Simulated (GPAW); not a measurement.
RuS:

```
Ru S
1.0
     0.00000    2.76430    2.76430
     2.76430    0.00000    2.76430
     2.76430    2.76430    0.00000
Ru S
1 1
Direct
  0.00000 0.00000 0.00000
  0.25000 0.25000 0.25000
```

The cell comes from a database or a generator and needn't be the stable form of this composition.

Base run:

| Quantity | Value |
| --- | --- |
| Program | GPAW 26.7.0 |
| Functional | PBEsol |
| Potentials or basis | PAW data sets generated in the run's folder for this functional |
| Cutoff | 600 eV |
| Basis | pw |
| k mesh | 6 × 6 × 6 |
| Occupations | gaussian, width 0.05 eV |
| Spin | collinear spin, zero start |
| Starting moments | [0.0, 0.0] μB |
| Hubbard terms | Ru d U = 2 eV |

Its results: band gap on the k mesh none (metal or under the smearing width); pressure -20.7 GPa; net moment 0.00 μB per cell.

The run is repeated on the same cell with these changes: spin from collinear spin, zero start to collinear spin, random start; moments at the start from [0.0, 0.0] to [0.57, 0.0]. What comes out?

Band gap on the k mesh none (metal or under the smearing width); pressure -19.8 GPa; net moment 0.60 μB per cell; site moments Ru +0.63; S -0.04 μB.
